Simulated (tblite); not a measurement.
# C5H14As2: the cost of one run

The runs use tblite 0.8.0 and PySCF 2.14.0, with density-fitted response routines of our own; the level of theory stands in each step. All values are computed, except where a source is named. Atoms count from 0, in the outputs and in this text.

## 1. Starting geometry

21 atoms, charge 0, multiplicity 1; geometry from: force field or distance geometry start.

Bonds of the start (Å): C0–C1 1.50, C1–C2 1.52, C2–As3 1.96, As3–C4 1.98, C4–C5 1.52, C5–As6 1.97, C0–H7 1.11, C0–H8 1.12, C0–H9 1.14, C1–H10 1.12, C1–H11 1.11, C2–H12 1.11, C2–H13 1.11, As3–H14 1.54, C4–H15 1.13, C4–H16 1.09, C5–H17 1.12, C5–H18 1.11, As6–H19 1.56, As6–H20 1.53.

## 2. Geometry optimisation with GFN2-xTB

What the job is given:

```
{"job": {"kind": "relax", "xc": "GFN2-xTB", "basis": "xTB"}, "charge": 0, "multiplicity": 1}
C     -2.690000     1.249700    -0.010000
C     -2.529100    -0.216500     0.259500
C     -1.361100    -0.768300    -0.544300
As     0.221400     0.257300     0.001300
C      1.477800    -0.871900     1.032100
C      2.747600    -0.902200     0.202000
As     3.348400     0.964400     0.047100
H     -1.971100     1.904800     0.522400
H     -2.757900     1.448800    -1.105700
H     -3.735200     1.510900     0.369800
H     -2.248700    -0.425100     1.324200
H     -3.474300    -0.728400     0.002400
H     -1.247500    -1.848200    -0.291200
H     -1.560400    -0.678700    -1.635800
H      0.931100     0.937800    -1.182000
H      1.637300    -0.320100     2.006500
H      1.083200    -1.869100     1.238500
H      2.473300    -1.320600    -0.802100
H      3.510600    -1.568600     0.658500
H      2.234900     1.937500     0.551900
H      3.900700     1.323500    -1.336200
```

Started as:

```bash
OMP_NUM_THREADS=1 python probes_run.py task.json out
```

One launch serves the whole session: the jobs run in the order shown.

Q: Estimate the wall time and peak memory of this first job on 1 thread of AMD EPYC, shared host.

About 4.8 s, with a peak of 0.18 GiB.
